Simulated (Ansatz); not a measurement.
Geometry optimisation, DFT PBE, scalar-relativistic, plane waves, PAW (Ansatz).

Input:

```yaml
crystal:
  lattice:
    - [0.0, 4.227, 4.227]
    - [4.227, 0.0, 4.227]
    - [4.227, 4.227, 0.0]
  atoms:
    - { symbol: Mg, position: [0.0, 0.0, 0.0] }
    - { symbol: O, position: [0.25, 0.25, 0.25] }
    - { symbol: Mg, position: [0.0, 0.0, 0.5] }
    - { symbol: O, position: [0.25, 0.25, 0.75] }
    - { symbol: Mg, position: [0.0, 0.5, 0.0] }
    - { symbol: O, position: [0.25, 0.75, 0.25] }
    - { symbol: Mg, position: [0.0, 0.5, 0.5] }
    - { symbol: O, position: [0.25, 0.75, 0.75] }
    - { symbol: Mg, position: [0.5, 0.0, 0.0] }
    - { symbol: O, position: [0.75, 0.25, 0.25] }
    - { symbol: Mg, position: [0.5, 0.0, 0.5] }
    - { symbol: O, position: [0.75, 0.25, 0.75] }
    - { symbol: Mg, position: [0.5, 0.5, 0.0] }
    - { symbol: O, position: [0.75, 0.75, 0.25] }
    - { symbol: Mg, position: [0.5, 0.5, 0.5] }
    - { symbol: O, position: [0.75, 0.75, 0.75] }
    - { symbol: Mg, position: [0.3749467, 0.8783685, 0.8716605] }
basis:
  ecutwfc: 420.0
kpoints:
  mp_grid: { grid: [2, 2, 2] }
hamiltonian:
  xc: pbe
  pseudopotentials: { kind: paw, azcp: { folder: soft_1 } }
scf:
  occupations: { method: gaussian, width: 0.02 }
  lower_state_search: "off"
relax:
  f_tol: 0.03
  max_steps: 60
  adjacent_minimum: "off"
output:
  write_density: true
  write_potential: true
  elf: true
  volumetric_format: npy
```

Launched with:

```bash
$ ansatz run input.yaml --threads 1 --pin off --max-ram 3072MiB --backend cpu --events-out ev --progress --plain --runs-dir out
```

Problem. Where does it end, and by what steps?

Solution. It converged. The force dipped under the threshold on the way, but the program's further checks kept it going. Limits of this set-up: coarse k mesh. After 20 steps the energy has fallen by 6.028 eV; Mg11 moved furthest, 0.41 Å.

```json
{"step": "0", "energy less start (eV)": "0.0000", "largest force component (eV/Å)": "6.102", "accepted": "yes"}
{"step": "1", "energy less start (eV)": "-4.2094", "largest force component (eV/Å)": "3.132", "accepted": "yes"}
{"step": "2", "energy less start (eV)": "-5.8874", "largest force component (eV/Å)": "0.509", "accepted": "yes"}
{"step": "3", "energy less start (eV)": "-5.9649", "largest force component (eV/Å)": "0.264", "accepted": "yes"}
{"step": "4", "energy less start (eV)": "-6.0025", "largest force component (eV/Å)": "0.084", "accepted": "yes"}
{"step": "5", "energy less start (eV)": "-6.0056", "largest force component (eV/Å)": "0.078", "accepted": "yes"}
{"step": "6", "energy less start (eV)": "-6.0084", "largest force component (eV/Å)": "0.090", "accepted": "yes"}
{"step": "7", "energy less start (eV)": "-6.0114", "largest force component (eV/Å)": "0.166", "accepted": "yes"}
{"step": "8", "energy less start (eV)": "-6.0145", "largest force component (eV/Å)": "0.060", "accepted": "yes"}
{"step": "9", "energy less start (eV)": "-6.0159", "largest force component (eV/Å)": "0.059", "accepted": "yes"}
{"step": "10", "energy less start (eV)": "-6.0169", "largest force component (eV/Å)": "0.065", "accepted": "yes"}
{"step": "11", "energy less start (eV)": "-6.0180", "largest force component (eV/Å)": "0.083", "accepted": "yes"}
{"step": "12", "energy less start (eV)": "-6.0194", "largest force component (eV/Å)": "0.092", "accepted": "yes"}
{"step": "13", "energy less start (eV)": "-6.0211", "largest force component (eV/Å)": "0.099", "accepted": "yes"}
{"step": "14", "energy less start (eV)": "-5.7508", "largest force component (eV/Å)": "0.946", "accepted": "no"}
{"step": "15", "energy less start (eV)": "-6.0247", "largest force component (eV/Å)": "0.057", "accepted": "yes"}
{"step": "16", "energy less start (eV)": "-6.0248", "largest force component (eV/Å)": "0.083", "accepted": "yes"}
{"step": "17", "energy less start (eV)": "-6.0282", "largest force component (eV/Å)": "0.020", "accepted": "yes"}
{"step": "18", "energy less start (eV)": "-6.0282", "largest force component (eV/Å)": "0.020", "accepted": "yes"}
{"step": "19", "energy less start (eV)": "-6.0283", "largest force component (eV/Å)": "0.024", "accepted": "yes"}
{"step": "20", "energy less start (eV)": "-6.0284", "largest force component (eV/Å)": "0.006", "accepted": "yes"}
```

```xyz
17
Lattice="0.0000 4.2270 4.2270 4.2270 0.0000 4.2270 4.2270 4.2270 0.0000" Properties=species:S:1:pos:R:3
Mg 0.186 -0.183 -0.184
O 2.167 2.055 2.061
Mg 2.124 2.138 0.002
O 4.351 4.250 2.168
Mg 2.145 0.029 2.082
O 4.197 2.108 4.258
Mg 4.226 2.138 2.104
O 6.286 4.250 4.103
Mg 0.157 2.260 2.272
O 2.182 4.293 4.290
Mg 1.872 3.994 2.355
O 4.176 6.285 4.279
Mg 1.955 2.260 4.070
O 4.165 4.293 6.273
Mg 4.226 4.244 4.228
O 6.355 6.415 6.328
Mg 7.350 5.166 5.331
```

Run time: 100 s on 1 thread of Intel(R) Xeon(R) Platinum 8259CL CPU @ 2.50GHz (Skylake/Cascade Lake), on a shared host, peak memory 0.49 GiB.
